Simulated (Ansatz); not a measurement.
# C3H11GeN (GeH2Me(NMe2)) at 6 levels

Aim: a comparison of 6 runs (HF/STO-3G, HF/cc-pVDZ, HF/def2-SVP, B3LYP/6-31G*, MP2/def2-SVP, CCSD(T)/STO-3G) of C3H11GeN (GeH2Me(NMe2)). 

The results are computed with Ansatz 0.2.0.

3 further runs of the same task are left out: 3 set aside as unsound or not needed.

## Step 1: The system as given

C3H11GeN has 16 atoms, charge 0, and is taken as a singlet. SMILES: `[H][Ge]([H])([CH3])[N](C)C`. The shape comes from GFN2-xTB, which is rough for such elements, and wasn't checked as a minimum. This is one conformer, not always the lowest.

Bond lengths: Ge1–C4 1.985 Å, Ge1–N8 1.833 Å, N8–C9 1.445 Å, N8–C10 1.445 Å, Ge1–H2 1.505 Å, Ge1–H3 1.505 Å, C4–H5 1.085 Å, C4–H6 1.088 Å, C4–H7 1.088 Å, C9–H11 1.094 Å, C9–H12 1.090 Å, C9–H13 1.099 Å, C10–H14 1.089 Å, C10–H15 1.099 Å, C10–H16 1.094 Å. Some angles: C4–Ge1–N8 116.4°, Ge1–N8–C9 118.8°, Ge1–N8–C10 118.8°, C9–N8–C10 112.0°, Ge1–C4–H5 111.0°, Ge1–C4–H6 110.5°, Ge1–C4–H7 110.5°, H2–Ge1–C4 111.0°, H2–Ge1–N8 103.9°, H3–Ge1–C4 111.0°.

## Step 2: Energy and forces at HF/STO-3G (run 1)

in.yaml

```yaml
crystal:
  periodic: [false, false, false]
  atoms:
    - {symbol: Ge, position_ang: [0.880790, 0.771070, 0.619930]}
    - {symbol: H, position_ang: [0.874530, 0.773240, 2.124790]}
    - {symbol: H, position_ang: [2.295970, 0.769370, 0.109260]}
    - {symbol: C, position_ang: [-0.133470, 2.318760, -0.097400]}
    - {symbol: H, position_ang: [0.315930, 3.256340, 0.214490]}
    - {symbol: H, position_ang: [-1.160880, 2.298160, 0.258550]}
    - {symbol: H, position_ang: [-0.148250, 2.293360, -1.184680]}
    - {symbol: "N", position_ang: [0.249050, -0.891950, 0.177990]}
    - {symbol: C, position_ang: [0.398600, -1.355360, -1.182250]}
    - {symbol: C, position_ang: [-0.986660, -1.348020, 0.771420]}
    - {symbol: H, position_ang: [0.396760, -2.449150, -1.200940]}
    - {symbol: H, position_ang: [1.350970, -1.002480, -1.576840]}
    - {symbol: H, position_ang: [-0.406300, -1.004950, -1.843140]}
    - {symbol: H, position_ang: [-1.044710, -0.985840, 1.797170]}
    - {symbol: H, position_ang: [-1.875270, -1.000850, 0.226220]}
    - {symbol: H, position_ang: [-1.007070, -2.441710, 0.785410]}
basis:
  gaussian:
    orbitals: STO-3G
hamiltonian:
  xc: hf
accuracy: high
output:
  forces: true
  orbitals: {seedname: orbitals}
```

Started as:

```sh
ansatz run in.yaml --threads 1 --pin off --max-ram 3480MiB --events-out events.jsonl --progress --plain --runs-dir runs
```

Log, shortened:

```text
Warning: RAYON_NUM_THREADS=1 ignored (pool sized by the plan → 1); use --threads N
Functional definition: HF
  name "HF"
[...]
980 factors; integrals over basis functions are off by at most 3.7e-9 eV
[...]
mean field -60522.31469965 eV, -2224.1540417140 hartree, gradient 2.0e-8 eV, S^2 0.000000; 0 other end points of the search recorded, 0 dependent functions left out
[...]
reference -60522.31469965 eV, -2224.1540417140 hartree; 34, 34 occupied and 15, 15 virtual orbitals, 980 factors
Total energy: -60522.31469965 eV, -2224.1540417140 hartree
Atom 0 at     0.880790     0.771070     0.619930 Å, force     0.546145    -0.366501     0.394317 eV/Å
Atom 1 at     0.874530     0.773240     2.124790 Å, force    -0.045384     0.236626    -1.359135 eV/Å
Atom 2 at     2.295970     0.769370     0.109260 Å, force    -1.290169     0.239672     0.409857 eV/Å
Atom 3 at    -0.133470     2.318760    -0.097400 Å, force     0.519242    -1.266152     0.358192 eV/Å
Atom 4 at     0.315930     3.256340     0.214490 Å, force    -0.043500    -0.142982    -0.027715 eV/Å
Atom 5 at    -1.160880     2.298160     0.258550 Å, force     0.207241     0.082666    -0.123607 eV/Å
Atom 6 at    -0.148250     2.293360    -1.184680 Å, force    -0.045752     0.081738     0.243461 eV/Å
Atom 7 at     0.249050    -0.891950     0.177990 Å, force     1.154203     2.125747     0.805068 eV/Å
Atom 8 at     0.398600    -1.355360    -1.182250 Å, force     0.074452    -0.335610    -0.877245 eV/Å
Atom 9 at    -0.986660    -1.348020     0.771420 Å, force    -0.808798    -0.334966     0.353359 eV/Å
Atom 10 at     0.396760    -2.449150    -1.200940 Å, force     0.007671     0.087193    -0.196185 eV/Å
Atom 11 at     1.350970    -1.002480    -1.576840 Å, force    -0.062875    -0.147783    -0.190375 eV/Å
Atom 12 at    -0.406300    -1.004950    -1.843140 Å, force     0.174608    -0.102311    -0.064870 eV/Å
Atom 13 at    -1.044710    -0.985840     1.797170 Å, force    -0.201786    -0.146928     0.015885 eV/Å
Atom 14 at    -1.875270    -1.000850     0.226220 Å, force    -0.003295    -0.098580     0.186980 eV/Å
Atom 15 at    -1.007070    -2.441710     0.785410 Å, force    -0.182002     0.088170     0.072015 eV/Å
Dipole moment:    -0.079957     0.180538    -0.057543 e Å
```

It took 3.3 s on 1 thread of Intel Xeon at 2.70GHz, shared host; peak memory 0.14 GiB.

## Step 3: Energy and forces at HF/cc-pVDZ (run 2)

molecule.yaml

```yaml
crystal:
  periodic: [false, false, false]
  atoms:
    - {symbol: Ge, position_ang: [0.880790, 0.771070, 0.619930]}
    - {symbol: H, position_ang: [0.874530, 0.773240, 2.124790]}
    - {symbol: H, position_ang: [2.295970, 0.769370, 0.109260]}
    - {symbol: C, position_ang: [-0.133470, 2.318760, -0.097400]}
    - {symbol: H, position_ang: [0.315930, 3.256340, 0.214490]}
    - {symbol: H, position_ang: [-1.160880, 2.298160, 0.258550]}
    - {symbol: H, position_ang: [-0.148250, 2.293360, -1.184680]}
    - {symbol: N, position_ang: [0.249050, -0.891950, 0.177990]}
    - {symbol: C, position_ang: [0.398600, -1.355360, -1.182250]}
    - {symbol: C, position_ang: [-0.986660, -1.348020, 0.771420]}
    - {symbol: H, position_ang: [0.396760, -2.449150, -1.200940]}
    - {symbol: H, position_ang: [1.350970, -1.002480, -1.576840]}
    - {symbol: H, position_ang: [-0.406300, -1.004950, -1.843140]}
    - {symbol: H, position_ang: [-1.044710, -0.985840, 1.797170]}
    - {symbol: H, position_ang: [-1.875270, -1.000850, 0.226220]}
    - {symbol: H, position_ang: [-1.007070, -2.441710, 0.785410]}
basis:
  gaussian: {orbitals: cc-pVDZ}
hamiltonian: {xc: hf}
accuracy: high
output: {forces: true, orbitals: {seedname: orbitals}}
```

Started as:

```sh
ansatz run molecule.yaml --threads 1 --pin off --max-ram 3480MiB --events-out events.jsonl --progress --plain --runs-dir runs
```

Log, shortened:

```text
Warning: RAYON_NUM_THREADS=1 ignored (pool sized by the plan → 1); use --threads N
Functional definition: HF
  name "HF"
[...]
3435 factors; integrals over basis functions are off by at most 5.0e-9 eV
[...]
mean field -61219.82904300 eV, -2249.7872210396 hartree, gradient 2.1e-8 eV, S^2 0.000000; 0 other end points of the search recorded, 0 dependent functions left out
[...]
reference -61219.82904300 eV, -2249.7872210396 hartree; 34, 34 occupied and 104, 104 virtual orbitals, 3435 factors
Total energy: -61219.82904300 eV, -2249.7872210396 hartree
Atom 0 at     0.880790     0.771070     0.619930 Å, force    -0.357081     0.267891    -0.242650 eV/Å
Atom 1 at     0.874530     0.773240     2.124790 Å, force    -0.038011     0.187681     0.683399 eV/Å
Atom 2 at     2.295970     0.769370     0.109260 Å, force     0.637427     0.184905    -0.268685 eV/Å
[...]
Atom 6 at    -0.148250     2.293360    -1.184680 Å, force     0.005880    -0.009731    -0.180092 eV/Å
Atom 7 at     0.249050    -0.891950     0.177990 Å, force    -0.357322    -0.212858    -0.257541 eV/Å
Atom 8 at     0.398600    -1.355360    -1.182250 Å, force     0.093017     0.108809     0.172038 eV/Å
Atom 9 at    -0.986660    -1.348020     0.771420 Å, force     0.191496     0.105097     0.022761 eV/Å
Atom 10 at     0.396760    -2.449150    -1.200940 Å, force     0.044646    -0.033172    -0.114750 eV/Å
Atom 11 at     1.350970    -1.002480    -1.576840 Å, force     0.040537    -0.115727    -0.200273 eV/Å
Atom 12 at    -0.406300    -1.004950    -1.843140 Å, force     0.002024    -0.025810    -0.104640 eV/Å
Atom 13 at    -1.044710    -0.985840     1.797170 Å, force    -0.177107    -0.113837     0.114830 eV/Å
Atom 14 at    -1.875270    -1.000850     0.226220 Å, force    -0.097698    -0.023067     0.036518 eV/Å
Atom 15 at    -1.007070    -2.441710     0.785410 Å, force    -0.093270    -0.032248     0.080951 eV/Å
Dipole moment:    -0.148910     0.109981    -0.105971 e Å
```

Run time: 27 s. Hardware: 1 thread of Intel Xeon at 2.70GHz, shared host; peak memory 0.68 GiB.

Runs 3 to 4 aren't shown in full; the table further down has their settings and results.

## Step 4: Energy and forces at MP2/def2-SVP (run 5)

run.yaml

```yaml
crystal:
  periodic: [false, false, false]
  atoms:
    - {symbol: Ge, position_ang: [0.880790, 0.771070, 0.619930]}
    - {symbol: H, position_ang: [0.874530, 0.773240, 2.124790]}
    - {symbol: H, position_ang: [2.295970, 0.769370, 0.109260]}
    - {symbol: C, position_ang: [-0.133470, 2.318760, -0.097400]}
    - {symbol: H, position_ang: [0.315930, 3.256340, 0.214490]}
    - {symbol: H, position_ang: [-1.160880, 2.298160, 0.258550]}
    - {symbol: H, position_ang: [-0.148250, 2.293360, -1.184680]}
    - {symbol: "N", position_ang: [0.249050, -0.891950, 0.177990]}
    - {symbol: C, position_ang: [0.398600, -1.355360, -1.182250]}
    - {symbol: C, position_ang: [-0.986660, -1.348020, 0.771420]}
    - {symbol: H, position_ang: [0.396760, -2.449150, -1.200940]}
    - {symbol: H, position_ang: [1.350970, -1.002480, -1.576840]}
    - {symbol: H, position_ang: [-0.406300, -1.004950, -1.843140]}
    - {symbol: H, position_ang: [-1.044710, -0.985840, 1.797170]}
    - {symbol: H, position_ang: [-1.875270, -1.000850, 0.226220]}
    - {symbol: H, position_ang: [-1.007070, -2.441710, 0.785410]}
basis:
  gaussian:
    orbitals: def2-SVP
correlation:
  method: mp2
  frozen_orbitals: {C: 1, Ge: 9, H: 0, "N": 1}
accuracy: high
output:
  forces: true
  orbitals: {seedname: orbitals}
```

Started as:

```sh
ansatz run run.yaml --threads 1 --pin off --max-ram 3480MiB --events-out events.jsonl --progress --plain --runs-dir runs
```

Log, shortened:

```text
Warning: RAYON_NUM_THREADS=1 ignored (pool sized by the plan → 1); use --threads N
Functional definition: HF
  name "HF"
[...]
3493 factors; integrals over basis functions are off by at most 8.4e-9 eV
[...]
mean field -61209.95325343 eV, -2249.4242924671 hartree, gradient 1.8e-8 eV, S^2 0.000000; 0 other end points of the search recorded, 0 dependent functions left out
13 core orbitals not correlated: weight in the atoms' cores, before any rotation towards them, 1.000 or more for the frozen orbitals, at most 0.000 for the correlated occupied ones
reference -61209.95325343 eV, -2249.4242924671 hartree; 21, 21 occupied and 109, 109 virtual orbitals, 3493 factors
second order -22.96526832 eV of doubles, -0.00000000 eV of singles
[...]
Total energy: -61232.91852175 eV, -2250.2682505114 hartree
Atom 0 at     0.880790     0.771070     0.619930 Å, force    -0.376527     0.245782    -0.256444 eV/Å
[...]
Atom 6 at    -0.148250     2.293360    -1.184680 Å, force     0.019510    -0.040952    -0.410241 eV/Å
Atom 7 at     0.249050    -0.891950     0.177990 Å, force    -0.180168    -0.104149    -0.132206 eV/Å
Atom 8 at     0.398600    -1.355360    -1.182250 Å, force     0.056087     0.231210     0.412320 eV/Å
Atom 9 at    -0.986660    -1.348020     0.771420 Å, force     0.407031     0.225339    -0.092124 eV/Å
Atom 10 at     0.396760    -2.449150    -1.200940 Å, force     0.022773    -0.334072    -0.097349 eV/Å
Atom 11 at     1.350970    -1.002480    -1.576840 Å, force     0.297642     0.006424    -0.276136 eV/Å
Atom 12 at    -0.406300    -1.004950    -1.843140 Å, force    -0.232382     0.062421    -0.295355 eV/Å
Atom 13 at    -1.044710    -0.985840     1.797170 Å, force    -0.163522     0.010958     0.381322 eV/Å
Atom 14 at    -1.875270    -1.000850     0.226220 Å, force    -0.354839     0.064466    -0.122659 eV/Å
Atom 15 at    -1.007070    -2.441710     0.785410 Å, force    -0.085093    -0.333447     0.057081 eV/Å
Dipole moment:    -0.152609     0.084573    -0.108497 e Å
```

Run time: 44 s. Hardware: 1 thread of Intel Xeon at 2.70GHz, shared host; peak memory 0.85 GiB.

## Step 5: Energy and forces at CCSD(T)/STO-3G (run 6)

run.yaml: that of step 4 with these lines changed.

```diff
@@ -20,10 +20,6 @@
 basis:
-  gaussian:
-    orbitals: def2-SVP
-correlation:
-  method: mp2
-  frozen_orbitals: {C: 1, Ge: 9, H: 0, "N": 1}
+  gaussian: {orbitals: STO-3G}
+correlation: {method: ccsd_t, frozen_orbitals: {C: 1, Ge: 9, H: 0, "N": 1}}
 accuracy: high
-output:
-  forces: true
-  orbitals: {seedname: orbitals}
+scf: {omitted_lower_state_checks: [cluster_reference, increment]}
+output: {forces: true, orbitals: {seedname: orbitals}}
```

Started as:

```sh
ansatz run run.yaml --threads 1 --pin off --max-ram 3480MiB --events-out events.jsonl --progress --plain --runs-dir runs
```

Log:

```text
Warning: RAYON_NUM_THREADS=1 ignored (pool sized by the plan → 1); use --threads N
[... 11 lines left out ...]
13 core orbitals not correlated: weight in the atoms' cores, before any rotation towards them, 1.000 or more for the frozen orbitals, at most 0.000 for the correlated occupied ones
[... 25 lines left out ...]
Total energy: -60531.04426141 eV, -2224.4748471912 hartree
[... 16 lines left out ...]
Dipole moment:    -0.077806     0.145320    -0.055881 e Å
Checks for a lower state left out: cluster_reference, increment
```

Run time: 11 s. Hardware: 1 thread of Intel Xeon at 2.70GHz, shared host; peak memory 0.27 GiB.

## Step 6: Overview of the runs

```csv
run,level,Cartesian functions,frozen core orbitals,energy (Eh),dipole moment (D),HOMO energy (eV),LUMO energy (eV),wall time
1,HF/STO-3G,no,–,-2224.154042,0.99,-6.94,11.95,3.3 s
2,HF/cc-pVDZ,no,–,-2249.787221,1.02,-9.16,4.39,27 s
3,HF/def2-SVP,no,–,-2249.424292,1.08,-9.25,4.23,20 s
4,B3LYP/6-31G* (Cartesian functions),yes,–,-2252.449250,1.06,-5.52,1.23,24 s
5,MP2/def2-SVP,no,13,-2250.268251,0.99,-9.25,4.23,44 s
6,CCSD(T)/STO-3G,no,13,-2224.474847,0.84,-6.94,11.95,11 s
```

## Step 7: Results

| quantity | value |
| --- | --- |
| run 6: total energy | -2224.47485 Eh |
| run 6: dipole moment (correlated density) | 0.84 D |
| run 6: HOMO energy (Hartree–Fock orbitals) | -6.94 eV |
| run 6: LUMO energy (Hartree–Fock orbitals) | 11.95 eV |
| run 6: HOMO–LUMO gap (Hartree–Fock orbitals) | 18.89 eV |
| run 6: correlation energy (13 core orbitals frozen) | -320.8 mEh |
| run 6: (T) correction | -2.99 mEh |
| run 6: T1 diagnostic | 0.006 |
| run 6: largest force on an atom | 3.350 eV/Å |

The dipole moment (its size) runs from 0.84 D (CCSD(T)/STO-3G) to 1.08 D (HF/def2-SVP). The two ends differ in method and basis. Over runs 1, 2, 3, 4 the HOMO–LUMO gap runs from 6.76 eV (B3LYP/6-31G*) to 18.89 eV (HF/STO-3G). In runs 1, 6 the basis is minimal, so the values are rough. All runs together took 2.2 min, the longest 44 s.
